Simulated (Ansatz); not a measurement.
# FH5OSi2Sn: the cost of one run

All numbers below are computed with Ansatz 0.2.0 (RKS PBE-D4/def2-SVP).

### Step 1. The starting structure

Bond lengths: F1–Si2 1.648 Å, Si2–Si3 2.206 Å, Si2–O4 1.713 Å, Si2–Sn5 2.498 Å, O4–Sn5 1.968 Å, Si3–H6 1.483 Å, Si3–H7 1.517 Å, Si3–H8 1.440 Å, Sn5–H9 1.757 Å, Sn5–H10 1.744 Å. Angles (14 of 19 angles, heavy atoms first): F1–Si2–Si3 118.8°, F1–Si2–O4 114.9°, F1–Si2–Sn5 121.2°, Si3–Si2–O4 109.5°, Si3–Si2–Sn5 119.1°, O4–Si2–Sn5 51.7°, Si2–O4–Sn5 85.2°, Si2–Sn5–O4 43.1°, Si2–Si3–H6 109.8°, Si2–Si3–H7 110.2°, Si2–Si3–H8 112.1°, Si2–Sn5–H9 117.9°, Si2–Sn5–H10 117.8°, O4–Sn5–H9 111.9°.

Structure file:

```xyz
10

F    -2.3931   -0.4730    0.6769
Si   -0.8454   -0.1643    0.2032
Si    0.7273   -1.6320    0.6923
O    -0.6752    0.3322   -1.4278
Sn   -0.1834    2.0804   -0.6697
H     0.8254   -1.7912    2.1635
H     2.0775   -1.1298    0.2155
H     0.4946   -2.9062    0.0621
H    -1.4489    3.2763   -0.9029
H     1.5043    2.3563   -1.0102
```

### Step 2. End point A

input.yaml

```yaml
crystal:
  periodic: [false, false, false]
  atoms:
    - { symbol: F, position_ang: [-2.3931, -0.473, 0.6769] }
    - { symbol: Si, position_ang: [-0.8454, -0.1643, 0.2032] }
    - { symbol: Si, position_ang: [0.7273, -1.632, 0.6923] }
    - { symbol: O, position_ang: [-0.6752, 0.3322, -1.4278] }
    - { symbol: Sn, position_ang: [-0.1834, 2.0804, -0.6697] }
    - { symbol: H, position_ang: [0.8254, -1.7912, 2.1635] }
    - { symbol: H, position_ang: [2.0775, -1.1298, 0.2155] }
    - { symbol: H, position_ang: [0.4946, -2.9062, 0.0621] }
    - { symbol: H, position_ang: [-1.4489, 3.2763, -0.9029] }
    - { symbol: H, position_ang: [1.5043, 2.3563, -1.0102] }
basis:
  gaussian: { orbitals: def2-SVP }
hamiltonian:
  xc: pbe
  dispersion: d4
relax:
  f_tol: 0.015
  max_steps: 40
```

Run with:

```sh
$ ansatz run input.yaml --threads 2 --pin off --max-ram 3072MiB --backend cpu --events-out ev --progress --plain --runs-dir out
```

Q: Estimate wall time and peak memory on 2 threads of Arm Neoverse V1, shared host.

About 33 s, with a peak of 0.16 GiB.
